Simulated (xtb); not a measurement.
# Al2P2H4F4 ((F2Al-mu-PH2)2): GFN2-xTB

Aim: a geometry optimisation of Al2P2H4F4 ((F2Al-mu-PH2)2). 

The calculation is run with xtb 6.7.1.

1 further run of the same task is left out (set aside as unsound or not needed).

### 1 Starting point

The species is Al2P2H4F4 (12 atoms), meant as a singlet with charge 0. All atoms were displaced at random from a relaxed shape. The run starts from this shape.

Bond lengths: Al1–F2 1.654 Å, Al1–F3 1.631 Å, Al1–P4 2.468 Å, P4–Al5 2.508 Å, Al5–F6 1.568 Å, Al5–F7 1.652 Å, Al1–P8 2.387 Å, Al5–P8 2.444 Å, P4–H9 1.420 Å, P4–H10 1.410 Å, P8–H11 1.332 Å, P8–H12 1.379 Å. Some angles: F2–Al1–F3 126.8°, F2–Al1–P4 103.7°, F2–Al1–P8 112.7°, F3–Al1–P4 105.1°, F3–Al1–P8 111.8°, P4–Al1–P8 88.6°, Al1–P4–Al5 90.7°, P4–Al5–F6 106.0°, P4–Al5–F7 104.9°, P4–Al5–P8 86.4°.

### 2 A geometry optimisation at GFN2-xTB

.CHRG

```
0
```

.UHF

```
0
```

input.inp

```
$opt
   hessian=lindh-d2
$end
```

struc.xyz

```xyz
12

Al     1.02330000    -1.41524000    -0.20748000
F      1.52209000    -2.14903000     1.18828000
F      1.61427000    -1.66398000    -1.70686000
P      1.38294000     0.98621000     0.23318000
Al    -1.08995000     1.39832000     0.18148000
F     -1.49558000     1.78213000     1.64656000
F     -1.34484000     2.28953000    -1.18559000
P     -1.32692000    -0.99767000    -0.23747000
H      2.23930000     1.71666000    -0.63193000
H      2.01134000     1.33442000     1.44618000
H     -2.02409000    -1.32999000    -1.32224000
H     -2.11883000    -1.71318000     0.63585000
```

On the command line:

```sh
xtb struc.xyz --opt tight --gfn 2 -I input.inp > run.log 2> xtb.err
```

What values should one expect? Wanted: total energy at the end; dipole moment; HOMO energy; LUMO energy; HOMO–LUMO gap; dispersion energy; mean polarisability.

Computed results:

At GFN2-xTB:

| quantity | value |
| --- | --- |
| total energy at the end | -28.53861 Eh |
| dipole moment | 0.08 D |
| HOMO energy | -10.75 eV |
| LUMO energy | -7.33 eV |
| HOMO–LUMO gap | 3.42 eV |
| dispersion energy | -26.36 kJ/mol |
| mean polarisability (D4 model) | 110.0 bohr³ |

At the final geometry: Bond lengths: Al1–F2 1.649 Å, Al1–F3 1.649 Å, Al1–P4 2.406 Å, P4–Al5 2.405 Å, Al5–F6 1.649 Å, Al5–F7 1.649 Å, Al1–P8 2.405 Å, Al5–P8 2.406 Å, P4–H9 1.379 Å, P4–H10 1.379 Å, P8–H11 1.379 Å, P8–H12 1.379 Å. Some angles: F2–Al1–F3 125.1°, F2–Al1–P4 109.2°, F2–Al1–P8 109.2°, F3–Al1–P4 109.2°, F3–Al1–P8 109.2°, P4–Al1–P8 89.1°, Al1–P4–Al5 90.8°, P4–Al5–F6 109.3°, P4–Al5–F7 109.1°, P4–Al5–P8 89.1°. The optimisation took 12 steps and changed the energy by -0.261 eV. Mulliken charges run from -0.29 on F6 to +0.43 on Al1.
